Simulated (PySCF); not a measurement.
**[Hg(H2O)4]2+: other functionals and bases at one geometry**

An exercise on one series of results from a longer session: the logs are not shown, and one member is left open.

Computed with PySCF 2.14.0. Level: several levels, as the steps say, no spin–orbit coupling.

1 further run of the same task is left out (for a known fault of the program).

## The starting structure

13 atoms, charge 2, spin multiplicity 1.

Bond lengths: Hg1–O2 2.253 Å, Hg1–O5 2.253 Å, Hg1–O8 2.253 Å, Hg1–O11 2.253 Å, O2–H3 0.971 Å, O2–H4 0.971 Å, O5–H6 0.971 Å, O5–H7 0.971 Å, O8–H9 0.971 Å, O8–H10 0.971 Å, O11–H12 0.971 Å, O11–H13 0.971 Å. Angles: O2–Hg1–O5 109.8°, O2–Hg1–O8 108.8°, O2–Hg1–O11 109.8°, O5–Hg1–O8 109.8°, O5–Hg1–O11 108.8°, O8–Hg1–O11 109.8°, Hg1–O2–H3 125.8°, Hg1–O2–H4 126.3°, H3–O2–H4 107.5°, Hg1–O5–H6 126.3°, Hg1–O5–H7 125.8°, H6–O5–H7 107.5°, Hg1–O8–H9 126.3°, Hg1–O8–H10 125.8°, H9–O8–H10 107.5°, Hg1–O11–H12 125.8°, Hg1–O11–H13 126.3°, H12–O11–H13 107.5°.

Coordinates:

```xyz
13

Hg    0.0000    0.0000    0.0000
O     1.3119    1.2672    1.3234
H     1.2495    1.3326    2.2905
H     2.1013    1.7606    1.0469
O    -1.3119   -1.3234    1.2672
H    -2.1012   -1.0469    1.7607
H    -1.2496   -2.2904    1.3327
O     1.3119   -1.2672   -1.3234
H     2.1013   -1.7606   -1.0469
H     1.2495   -1.3326   -2.2905
O    -1.3119    1.3234   -1.2672
H    -1.2496    2.2904   -1.3327
H    -2.1012    1.0469   -1.7607
```

Formal oxidation states: Hg +2. An earlier session relaxed this geometry at PBE0, Hg def2-SVP with ECP60, O def2-SVP, H def2-SVP (singlet, point group D2).

At PBE0 on the finer grid: E = -457.989105 Eh, HOMO -18.88 eV, LUMO -12.10 eV, Mulliken charge on Hg1 +1.05 e, largest force component 0.006 eV/Å. 

Levels to run: TPSS; BLYP; PBE0, TZVP. Hardware: 2 threads of Arm Neoverse V2, shared host.

The first run:

File run.py (the lines that set the calculation):

```python
mol = gto.M(atom='''
Hg    -0.00002     0.00000     0.00000
O      1.31186     1.26717     1.32343
H      1.24955     1.33256     2.29051
H      2.10126     1.76061     1.04691
O     -1.31190    -1.32342     1.26717
H     -2.10118    -1.04688     1.76070
H     -1.24959    -2.29045     1.33268
O      1.31186    -1.26717    -1.32343
H      2.10126    -1.76061    -1.04691
H      1.24955    -1.33256    -2.29051
O     -1.31190     1.32342    -1.26717
H     -1.24959     2.29045    -1.33268
H     -2.10118     1.04688    -1.76070''',
    basis={'Hg': 'def2-SVP', 'O': 'def2-SVP', 'H': 'def2-SVP'},
    ecp={'Hg': 'def2-SVP'},
    charge=2, spin=0)
mf = dft.RKS(mol, xc='TPSS')
mf.grids.atom_grid = (75, 302)
mf = mf.density_fit()  # fitting sets: Hg def2-universal-JKFIT, O def2-universal-JKFIT, H def2-universal-JKFIT
mf.conv_tol = 1e-08; mf.max_cycle = 55
mf.kernel(dm0)  # dm0: the density of the relaxed state
```

Command:

```
OMP_NUM_THREADS=2 python run.py
```

Steps of the session up to this table: TPSS; BLYP; PBE0, TZVP.

One table of the session follows, with a row left open; its other results are not shown here.

```
              level  HOMO (eV)  gap (eV)  charge on Hg1 (e)  largest force component (eV/Å)
PBE0 (relaxed here)     -18.88      6.78               1.05                            0.01
               TPSS          ?         ?                  ?                               ?
               BLYP     -16.78      3.78               0.87                            0.59
         PBE0, TZVP     -19.05      6.83               1.33                            0.20
```

Estimate the missing values for TPSS.

As computed: HOMO (eV): -17.03; gap (eV): 4.06; charge on Hg1 (e): 0.96; largest force component (eV/Å): 0.46. In the column «HOMO (eV)» it lies between PBE0 (relaxed here) (-18.88) and BLYP (-16.78).

In one basis the HOMO–LUMO gap runs from 3.78 eV (BLYP) to 6.78 eV (PBE0). The largest leftover force, 0.59 eV/Å with BLYP, stands at a geometry relaxed at another level. Total energies of different levels can't be compared.
